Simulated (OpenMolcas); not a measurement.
**Nb⁴⁺ with 6 ligands (bromide): CASSCF and CASPT2 levels and susceptibility**

Aim: the ligand-field states of Nb⁴⁺ in this surrounding, its lowest levels with spin-orbit coupling and its magnetic susceptibility.

Method: state-averaged CASSCF and CASPT2, spin-orbit coupling by RASSI with atomic mean-field integrals. Code: OpenMolcas 26.06.

## 1. The atom as given

```
Species                           : Nb⁴⁺ (niobium, Z = 41, 37 electrons)
Basis                             : ANO-RCC-VTZP [7s6p4d2f1g], 230 functions with the ligands
Scalar Hamiltonian                : DKH2, point nucleus
Inactive shells                   : 1s 2s 2p 3s 3p 3d 4s 4p of the metal, and all ligand shells
Active space                      : 1 electron in 5 orbitals (4d)
Some configurations of this space : 4d
Orbitals                          : optimised for each spin and parity, averaged over all roots
```

The outer shells:

4d
```
4d [↑ ][  ][  ][  ][  ]
```

Nb⁴⁺ is taken with 6 ligands (bromide) in octahedron coordination (Oh) at 2.69 Å. A charge of +0.333 e stands 2.6 Å behind each ligand. Ligand basis ANO-RCC-VDZP. The distances are assumed, not relaxed.

```xyz
7

Nb    0.0000    0.0000    0.0000
Br    2.6900    0.0000    0.0000
Br    0.0000    2.6900    0.0000
Br   -2.6900    0.0000    0.0000
Br    0.0000   -2.6900    0.0000
Br    0.0000    0.0000    2.6900
Br    0.0000    0.0000   -2.6900
```

Each step is its own input file, run in one work folder so that later steps find the files of earlier ones. Labels, J, g values, rates, χT and fits are worked out afterwards by a script from the matrices that RASSI stores. The input lists half of the charges; inversion (Group=XYZ) makes the rest.

## 2. One- and two-electron integrals

a.inp reads:

```
&GATEWAY
Coord
7

Nb 0.0 0.0 0.0
Br 2.690000 0.000000 0.000000
Br 0.000000 2.690000 0.000000
Br -2.690000 0.000000 0.000000
Br 0.000000 -2.690000 0.000000
Br 0.000000 0.000000 2.690000
Br 0.000000 0.000000 -2.690000
Basis=Nb.ANO-RCC-VTZP,Br.ANO-RCC-VDZP
Group=XYZ
NoMove
AngMom=0.0 0.0 0.0
AMFI
RICD
XField
3 Angstrom 0
5.290000 0.000000 0.000000 0.333333
0.000000 5.290000 0.000000 0.333333
0.000000 0.000000 5.290000 0.333333
&SEWARD
```

Run with:

```
$ OMP_NUM_THREADS=1 MOLCAS_MEM=2457 MOLCAS_PROJECT=a pymolcas a.inp > a.log
```

## 3. CASSCF: doublets of even parity, 5 roots

a.inp reads:

```
&RASSCF
FileOrb=start.orb
Symmetry=1
Spin=2
nActEl=1 0 0
Inactive=63 63
Ras2=5 0
CIRoot=5 5 1
SDav=5
CIMx=300
Iter=150 100
PrWF=0.3
OrbListing=Nothing
MaxOrb=0
LevShft=1.0
>>> COPY $Project.JobIph JOB001
```

start.orb holds start orbitals that the driver prepared beforehand, or those of the step before.

## 4. RASSI: spin-orbit coupling between the states

a.inp reads:

```
&RASSI
NrOfJobIphs=1 5
1 2 3 4 5
IphNames
JOB001
EJob
SpinOrbit
DIPRint=1.0
SOCoupling=1000.0
Subsets=2
Property=9
'ANGMOM' 1 'ANGMOM' 2 'ANGMOM' 3 'MLTPL  1' 1 'MLTPL  1' 2 'MLTPL  1' 3
'AMFI' 1 'AMFI' 2 'AMFI' 3
SOProperty=3
'ANGMOM' 1 'ANGMOM' 2 'ANGMOM' 3
```

## 5. CASPT2: IPEA 0.25, imaginary shift 0.1 (closed shells correlated: 4s 4p of the metal, with ligand shells; the Frozen line counts the rest)

a.inp reads:

```
>>> COPY JOB001 $Project.JobIph
&CASPT2
Multistate=5 1 2 3 4 5
NoMult
Frozen=50 48
IPEA=0.25
Imaginary=0.1
MaxIter=60
WThr=0.0 0.3 0.05
PrWF=0.5
NoMix
```

(Steps that only read results are left out.)

**Question.** What will these runs give? Wanted: spin-free ground state; first state of the same spin within the active space; lowest level; next level.

The runs gave:

```
                                            quantity                                                                                                                                          value
                                              method  SS-CASPT2, IPEA 0.25, imaginary shift 0.1 (closed shells correlated: 4s 4p of the metal, with ligand shells; the Frozen line counts the rest)
                              spin-free ground state                                                                                                                2T2, 3-fold in its orbital part
first state of the same spin within the active space                                                                                                                               2E at 19200 cm⁻¹
                                        lowest level                                                                                                                                      4-fold Γ8
                                          next level                                                                                                                                    1005.8 cm⁻¹
                                         χT at 300 K                                                                                                                                 0.15 cm³ K/mol
                           effective moment at 300 K                                                                                                                                        1.10 μB
```

Cost by method:

```
                                              method  time of its own steps  time with the reference
                                           A. CASSCF                   59 s                     59 s
B. SS-CASPT2, IPEA 0.25, imaginary shift 0.1, +4s 4p                   41 s                  1.7 min
```

Times are of one thread on a shared host.

What this shows: The spin-free ground state (2T2) is 3-fold and keeps the highest spin of the shell. χT at 300 K is 0.15, against 0.38 cm³ K/mol for the spin alone, so orbital moment lowers it. A ligand-field fit to the states below 45000 cm-1 gives 10Dq = 19237 cm-1, the gap between the two states. CASPT2 does not keep the components of a term degenerate, and the means are used. The bonds are covalent and no ligand orbital is active, so the numbers are rough.
